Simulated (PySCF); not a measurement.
**A diatomic session: SiBi**

One table from this session's results is given with a row withheld; the runs are named, their logs left out.

Method: Si def2-SVP, Bi def2-SVP with ECP60, scalar-relativistic core potentials; program: PySCF 2.14.0.

Set-up of the first run:

A driver script around PySCF takes these settings:

| Item | Value |
| --- | --- |
| atoms | Si, Bi |
| charge | 0 |
| basis | Si def2-SVP, Bi def2-SVP with ECP60 |
| Hamiltonian | scalar-relativistic core potentials |
| basis functions | 44 |
| electrons treated | 37 |
| masses in u | 27.9769, 208.9804 |
| levels | PBE0, PBE, r²SCAN, BP86, BHandHLYP, revPBE, ωB97X, HF, MP2, SCS-MP2, CCSD, CCSD(T) |
| grid | 80 radial by 434 angular points |
| occupations | held fixed by the projection of orbital angular momentum |
| dissociation limit | Si + Bi, each in its ground configuration |
| starting distance in angstrom | 2.575 |
| values of 2S to try | 1, 3, 5 |

Started as:

```sh
$ OMP_NUM_THREADS=1 python dia.py task.json out
```

Among the steps run: The job; The PBE0 curve of the state that the search chose; Higher solutions at PBE0; PBE (GGA); r²SCAN (meta-GGA); BP86; BHandHLYP (global hybrid GGA); revPBE (GGA); ωB97X; UHF (mean field); MP2 and coupled cluster.

One table of the session follows, with a row left open; its other results are not shown here.

It belongs to the step «Constants by level of theory». 

| level | Re (Å) | ωe (cm⁻¹) | De (eV) |
| --- | --- | --- | --- |
| UHF-CCSD | 2.487 | 372 | 1.70 |
| UHF-CCSD(T) | 2.507 | 354 | 1.94 |
| PBE | 2.498 | 366 | 2.86 |
| revPBE | 2.506 | 363 | 2.62 |
| BP86 | 2.502 | 363 | 2.90 |
| r²SCAN | 2.477 | 375 | 2.45 |
| PBE0 | ? | ? | ? |
| ωB97X | 2.423 | 425 | 2.80 |

**Question.** Estimate the row for PBE0.

**Answer.** Re (Å): 2.461; ωe (cm⁻¹): 387; De (eV): 2.47. In the column «Re (Å)» it lies between ωB97X (2.423) and r²SCAN (2.477).

De is counted to Si + Bi in their ground configurations.
